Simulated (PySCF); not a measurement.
# Cl2H4Si2: the cost of one run

Computed with PySCF 2.14.0, with density-fitted response routines of our own, on a single molecule in the gas phase. Atoms are numbered from 0 throughout.

### 1 Starting geometry

8 atoms, charge 0, multiplicity 1; geometry from: PBE0-D3(BJ)/def2-SVP.

Bonds of the start (Å): Si0–Si1 2.34, Si1–Cl2 2.07, Si1–Cl3 2.07, Si0–H4 1.49, Si0–H5 1.49, Si0–H6 1.49, Si1–H7 1.49.

### 2 Shielding tensors: PBE0/pcSseg-2

What the job is given:

```
{"job": {"kind": "nmr", "xc": "PBE0", "basis": "pcSseg-2", "pop": false}, "charge": 0, "multiplicity": 1}
Si    -0.662042     0.013363     0.543219
Si     1.634164     0.345655     0.807839
Cl     2.632324    -1.069273    -0.322046
Cl     2.108037     2.235311     0.114396
H     -0.982492     0.117338    -0.910423
H     -1.033596    -1.341418     1.050454
H     -1.408324     1.058595     1.306143
H      2.140742     0.243704     2.202533
```

With the program's defaults for keys left out, this is: GIAO PBE0/pcSseg-2 NMR shielding, non-relativistic, gas phase.

Command:

```sh
$ OMP_NUM_THREADS=1 python probes_run.py task.json out
```

One launch serves the whole session: the jobs run in the order shown.

Q: Estimate the wall time and peak memory of this first job on 1 thread of Arm Neoverse V1, shared host.

About 20 s, with a peak of 1 GiB.
